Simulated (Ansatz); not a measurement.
# Cl2FHSSn: the cost of one run

The runs use Ansatz 0.2.0, Gaussian basis; the settings change from run to run.

## Step 1: The geometry

An earlier PBE0-D4 in a triple-zeta def2 set relaxation fixed the geometry. Sn takes a core potential in def2 sets; no spin-orbit term is included.

SMILES `[F][Sn]([SH])([Cl])[Cl]`, 6 atoms, charge 0, spin multiplicity 1.

Atoms are counted from 1 here; the program's logs count them from 0.

Bond lengths: F1–Sn2 1.900 Å, Sn2–S3 2.358 Å, Sn2–Cl4 2.288 Å, Sn2–Cl5 2.293 Å, S3–H6 1.346 Å. Angles: F1–Sn2–S3 110.9°, F1–Sn2–Cl4 106.1°, F1–Sn2–Cl5 104.2°, S3–Sn2–Cl4 110.7°, S3–Sn2–Cl5 113.4°, Cl4–Sn2–Cl5 111.1°, Sn2–S3–H6 91.4°.

## Step 2: CAM-B3LYP/def2-TZVPP

This run has charge -1, multiplicity 2, atoms shaken by 0.03 Å, relativity set to none.

in.yaml

```yaml
crystal:
  periodic: [false, false, false]
  atoms:
    - {symbol: F, position_ang: [-1.864143, 0.301123, 0.699307]}
    - {symbol: Sn, position_ang: [-0.350770, -0.055313, -0.257709]}
    - {symbol: S, position_ang: [1.374379, -0.953074, 1.077866]}
    - {symbol: Cl, position_ang: [-0.964398, -1.562679, -1.922426]}
    - {symbol: Cl, position_ang: [0.304060, 1.922662, -1.276142]}
    - {symbol: H, position_ang: [1.635189, 0.216399, 1.603620]}
basis:
  gaussian: {orbitals: def2-TZVPP}
total_charge: -1
magnetization: {spin_polarized: true, initial_magnetization: 1}
hamiltonian: {xc: {name: CAM-B3LYP}, pseudopotentials: {relativity: none}}
output: {forces: true}
```

On the command line:

```bash
> ansatz run in.yaml --threads 4 --pin off --events-out ev --progress --plain --max-ram 10444MiB
```

Q: Estimate wall time and peak memory on 4 threads of Intel Xeon 6975P-C, shared host.

About 5.5 s, with a peak of 1.2 GiB.
